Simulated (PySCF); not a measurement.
# SiPb+: bond curves at several levels of theory

An exercise on one series of results from a longer session: the logs are not shown, and one member is left open.

The runs use PySCF 2.14.0; Si def2-SVPD, Pb def2-SVPD with ECP60, scalar-relativistic core potentials.

Set-up of the first run:

A driver script around PySCF takes these settings:

```
atoms                         : Si, Pb
charge                        : 1
basis                         : Si def2-SVPD, Pb def2-SVPD with ECP60
Hamiltonian                   : scalar-relativistic core potentials
basis functions               : 56
electrons treated             : 35
masses in u                   : 27.9769, 207.9766
levels                        : PBE0, PBE, r²SCAN, r²SCANh, BLYP, r²SCAN0, ωB97X, HF, MP2, SCS-MP2, CCSD, CCSD(T)
grid                          : 80 radial by 434 angular points
occupations                   : held fixed by the projection of orbital angular momentum
dissociation limit            : Si + Pb+, each in its ground configuration
starting distance in angstrom : 2.610
values of 2S to try           : 1, 3
```

The run is started by

```
> OMP_NUM_THREADS=1 python dia.py task.json out
```

Among the steps run: Set-up; First curve: PBE0; Other states along the same grid; PBE (GGA); r²SCAN (meta-GGA); r²SCANh; BLYP (GGA); r²SCAN0; ωB97X (range-separated hybrid); UHF (mean field); MP2 and coupled cluster.

One of the session's tables, all rows but one given; the rest of the session is left out.

```
      level  Re (Å)  ωe (cm⁻¹)  De (eV)
        UHF       ?          ?        ?
    UHF-MP2   2.622      295.3     2.14
UHF-SCS-MP2   2.606        307     1.83
   UHF-CCSD   2.645      280.3     1.97
UHF-CCSD(T)   2.657      271.2     2.11
        PBE   2.669      262.7     2.77
       BLYP   2.712      244.0     2.56
     r²SCAN   2.640      277.2     2.64
    r²SCANh   2.628      283.5     2.56
       PBE0   2.627      284.8     2.50
    r²SCAN0   2.612      292.3     2.44
      ωB97X   2.586        313     2.17
```

**Question.** Estimate the row for UHF.

The run gave: Re (Å): 2.622; ωe (cm⁻¹): 301; De (eV): 1.26.
